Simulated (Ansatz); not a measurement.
# Pt: a trigonal deformation path

One table from this session's results is given with a row withheld; the runs are named, their logs left out.

Program: Ansatz 0.2.0. Level of theory: DFT r2SCAN, scalar-relativistic, plane waves, PAW. These are calculated values, not measurements.

## The system as given

It takes space group Im-3m (No. 229, cubic). Conventional cell: a = 3.168 Å, b = 3.168 Å, c = 3.168 Å, α = 90.00°, β = 90.00°, γ = 90.00°. Pt (site symmetry m-3m) has 8 Pt at 2.74 Å in its first shell of neighbours.

As a file:

```cif
data_structure
_symmetry_space_group_name_H-M 'P 1'
_symmetry_Int_Tables_number 1
_cell_length_a 2.7439
_cell_length_b 2.7439
_cell_length_c 2.7439
_cell_angle_alpha 109.471
_cell_angle_beta 109.471
_cell_angle_gamma 109.471
_cell_volume 15.90
loop_
_atom_site_label
_atom_site_type_symbol
_atom_site_fract_x
_atom_site_fract_y
_atom_site_fract_z
_atom_site_occupancy
Pt1 Pt 0.00000 0.00000 0.00000 1
```

It goes back to an entry of the Materials Project, which need not be the stable form.

No relaxation comes first: the listed cell is the starting point.

## The reference cell

The reference gives a free energy of -12536.6900 eV, pressure -6.49 GPa, largest force 0.000 eV/Å and gap on the mesh none (metal). It was computed beforehand with the settings of the runs below.

Set-up of the first run:

At fixed volume and fractional coordinates, lengths along (0.577, 0.577, 0.577) are scaled against those across it; ρ is that ratio over its starting value.

Input file input.yaml:

```yaml
crystal:
  lattice:
    - [-2.3286574799, 1.6633267714, 1.6633267714]
    - [1.6633267714, -2.3286574799, 1.6633267714]
    - [1.6633267714, 1.6633267714, -2.3286574799]
  atoms:
    - { symbol: Pt, position: [0.0, 0.0, 0.0] }
basis:
  ecutwfc: 500
kpoints:
  mp_grid: { grid: [24, 24, 24] }
hamiltonian:
  xc: r2scan
scf:
  occupations: { method: gaussian, width: 0.15 }
output:
  forces: true
  stress: true
  eigenvalues: true
```

Launch:

```console
$ ansatz run input.yaml --threads 1 --pin off --max-ram 2560MiB --backend cpu --events-out ev --progress --plain --runs-dir out
```

Among the steps run: ρ = 0.500; ρ = 2.000; Point ρ = 0.710; Point ρ = 1.410; ρ = 0.600; Point ρ = 0.850; At ρ = 1.200; Point ρ = 1.700; Point ρ = 0.930; Point ρ = 1.080.

One table of the session follows, with a row left open; its other results are not shown here.

Collected from the runs (energy zero: the undisturbed cell):

| ρ | ΔE (meV/atom) | pressure (GPa) |
| --- | --- | --- |
| 0.500 | 13474.5 | 364.0 |
| 0.600 | 5105.1 | 151.0 |
| 0.710 | ? | ? |
| 0.850 | 329.0 | 5.4 |
| 0.930 | 56.5 | -4.3 |
| 1.000 | 0.0 | -6.5 |
| 1.080 | 42.3 | -4.6 |
| 1.200 | 172.5 | 2.5 |
| 1.410 | 365.3 | 15.5 |
| 1.700 | 454.8 | 25.6 |
| 2.000 | 462.1 | 28.2 |

Estimate the missing values for ρ = 0.710.

Worked estimate for «ΔE (meV/atom)». A straight line through the neighbours (0.600, 5105.1) and (0.850, 329.0) gives 5105.1 + (329.0 − 5105.1) × (0.710 − 0.600) / (0.850 − 0.600) = 3003.6; a parabola fitted to 4 rows on both sides gives 1065.0.

As computed: ΔE (meV/atom): 1732.5; pressure (GPa): 53.0. In «ΔE (meV/atom)» the line misses by +1271.1 and the parabola by -667.5.
